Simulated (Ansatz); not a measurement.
Working through an atomisation energy of CH₅BSe, SMILES BC[SeH]

Computed with Ansatz 0.2.0 through its Python package.

Run as a notebook:

In [1]:
```python
from collections import Counter

import ansatz as az
from ase import Atoms
```

In [2]:
```python
BASIS = "def2-TZVP"
FUNCTIONAL = "PBE"


def single_point(molecule, charge=0, unpaired=0):
    calc = (
        molecule.calculation()
        .basis(gaussian=BASIS)
        .functional(FUNCTIONAL)
    )
    if charge:
        calc = calc.charge(charge)
    if unpaired:
        calc = calc.spin("collinear", total=unpaired)
    report = calc.run(threads=1).report
    if report["published_state_doubts"]:
        print("  doubts:", report["published_state_doubts"])
    return report["free_energy_ev"]
```

In [3]:
```python
atoms = Atoms(["B", "C", "Se", "H", "H", "H", "H", "H"], positions=[
    (-0.7831, 0.409, -0.5678),
    (0.4942, 0.3498, 0.2798),
    (1.2829, -1.3922, 0.0121),
    (-1.7947, 0.6575, -0.0518),
    (-0.7844, 0.3352, -1.7725),
    (0.2605, 0.5124, 1.3538),
    (1.2334, 1.1431, -0.0425),
    (0.1835, -2.0719, 0.733),
])
system = az.Crystal.molecule_from_ase(atoms)

# unpaired electrons of the ground-state atoms
unpaired = {"B": 1, "C": 2, "Se": 2, "H": 1}
counts = Counter(site.symbol for site in system.cartesian_sites)
atom_energy = {s: single_point(az.Crystal.molecule().atom(s, (0, 0, 0)), 0, unpaired[s]) for s in counts}
whole = single_point(system, 0, 0)
for s, e in atom_energy.items():
    print(f"{s:2s} x{counts[s]}  {e:14.5f} eV")
print(f"CH5BSe: {whole:.5f} eV")
split = sum(counts[s] * e for s, e in atom_energy.items()) - whole
print(f"atomisation energy (no zero-point term): {split:.3f} eV, {split / sum(counts.values()):.3f} eV an atom")
```
```text
B  x1      -669.67447 eV
C  x1     -1028.48074 eV
Se x1    -65337.93669 eV
H  x5       -13.59523 eV
CH5BSe: -67131.44162 eV
atomisation energy (no zero-point term): 27.374 eV, 3.422 eV an atom
```

27.374 eV from the electronic energies, without the zero-point term.

Caveats:
- Total energies depend on the basis set; only differences at equal settings carry meaning.
- The geometry is a force-field or estimated start, not a minimum of this method, and the basis set is short of its limit. All parts are taken at fixed geometry, without zero-point energy.
- This functional overbinds, so such energies come out a few per cent too high (LDA far more).
- The spin-orbit lowering of heavy atoms is left out.
- Finished in 6.3 s on 1 thread of Arm Neoverse V1 (shared host), peak memory 0.22 GiB.
